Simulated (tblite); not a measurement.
# CH10N2OSi2: the cost of one run

Programs: tblite 0.8.0 and PySCF 2.14.0, with density-fitted response routines of our own. Each step states its level of theory. These are calculated values for one molecule in the gas phase, unless marked as measured. Atoms are numbered from 0 throughout.

## Step 1: The starting structure

16 atoms, charge 0, multiplicity 1; geometry from: force field or distance geometry start.

Bonds of the start (Å): C0–N1 1.46, N1–Si2 1.81, Si2–N3 1.77, Si2–O4 1.71, O4–Si5 1.72, C0–H6 1.11, C0–H7 1.12, C0–H8 1.10, N1–H9 1.03, Si2–H10 1.48, N3–H11 1.04, N3–H12 1.03, Si5–H13 1.48, Si5–H14 1.49, Si5–H15 1.46.

## Step 2: Relaxing the molecule with GFN2-xTB

What the job is given:

```
{"job": {"kind": "relax", "xc": "GFN2-xTB", "basis": "xTB"}, "charge": 0, "multiplicity": 1}
C     -2.381700     0.466200     0.376300
N     -1.461300     0.246000    -0.733400
Si     0.046300    -0.377700     0.046200
N     -0.120700    -2.065200     0.537700
O      1.387500    -0.111500    -0.981800
Si     2.521500     0.755300    -0.029100
H     -3.215400    -0.248300     0.231400
H     -1.916800     0.214200     1.364600
H     -2.758700     1.500300     0.389900
H     -1.226700     1.152100    -1.163600
H      0.216800     0.423500     1.275100
H      0.513900    -2.219900     1.347700
H      0.010100    -2.729200    -0.233400
H      2.841700    -0.049800     1.172800
H      1.803100     1.977800     0.427600
H      3.733000     1.075200    -0.771800
```

Command:

```console
$ OMP_NUM_THREADS=1 python probes_run.py task.json out
```

The driver reads the jobs from task.json and runs them one after another.

**Question.** How long does this first job take on 1 thread of Arm Neoverse V2, shared host?

About 1.1 s.
